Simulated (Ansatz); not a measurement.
Consider a comparison of norm-conserving and PAW potentials of CaMg, space group Pm-3m (Ansatz 0.2.0, Python API).

The script, `run_nc_paw.py`:
```python
import ansatz as az
import numpy as np


def count_gap(report):
    # lowest empty less highest filled band, counting bands; zero where they overlap
    return max(report.get('gap_by_band_count_ev') or 0.0, 0.0)


def main() -> None:
    lattice = az.Lattice.of(
        (3.966138, 0.0, 0.0),
        (0.0, 3.966138, 0.0),
        (0.0, 0.0, 3.966138),
    )
    sites = [
        ('Ca', (0.0, 0.0, 0.0)),
        ('Mg', (0.5, 0.5, 0.5)),
    ]
    structure = az.Crystal(lattice=lattice)
    for symbol, position in sites:
        structure = structure.atom(symbol, position)

    base = (
        structure.calculation()
        .occupations(az.OccupationsMethod.FERMI_DIRAC, width=0.1)
        .kpoints(7, 7, 7)
        .functional('pbesol')
        .stress()
        .forces()
        .band_table()
    )
    variants = {
        'PAW': base.pseudopotentials('paw'),
        'norm-conserving': base.pseudopotentials('nc'),
    }
    rows = []
    for label, variant in variants.items():
        rep = variant.run(threads=1, backend='cpu').report
        levels = np.array(rep['eigenvalues_ev'][0]) - rep['fermi_energy_ev']
        print(label, 'levels at the first k-point near E_F:', np.round(levels[np.abs(levels) < 5], 3))
        rows.append((label, rep['n_electrons'], np.trace(rep['stress_gpa']) / 3, count_gap(rep)))
    for row in rows:
        print('; '.join(f'{name} = {round(v, 4) if isinstance(v, float) else v}' for name, v in zip(['treatment', 'electrons in bands', 'P GPa', 'gap by band count eV'], row)))


if __name__ == '__main__':
    main()
```

How well do the two treatments of the cores agree on the pressure?

PAW gives -0.749 GPa and norm-conserving -0.759 GPa, 0.010 GPa apart. They took 0.4 and 1.1 s of processor time.

The run itself:

```console
$ python run_nc_paw.py
DeckWarning: basis.ecutwfc = 420 eV, auto-derived from the records' recommended cutoffs: set by Ca (normal level)
PAW levels at the first k-point near E_F: [1.049 1.049 3.851 3.851 3.851]
DeckWarning: basis.ecutwfc = 1142.878222 eV, auto-derived from the records' recommended cutoffs: set by Mg (normal level)
norm-conserving levels at the first k-point near E_F: [1.05  1.05  3.846 3.846 3.846]
treatment = PAW; electrons in bands = 20.0; P GPa = -0.7494; gap by band count eV = 0.0
treatment = norm-conserving; electrons in bands = 20.0; P GPa = -0.7591; gap by band count eV = 0.0
```
(Warnings from the package without file and line.)

Caveats:
- The computed bands are complete only to about 2.5 eV above the Fermi level.
- For a metal this k-point mesh is coarse: on a finer one energies can move by several to tens of meV an atom and pressures by half a GPa or more, differences at one mesh by less.
- A gap by band count of zero or less means overlapping bands, a metal.
- This cell is a computed structure, which may not be the phase found in nature.
- Gaps and levels are Kohn-Sham values on a finite set of k-points.
- Stress is positive in compression.
- The whole script took 1.9 s on 1 thread of AMD EPYC 9R45 (Zen 5), with other jobs on the host, peak memory 0.49 GiB.
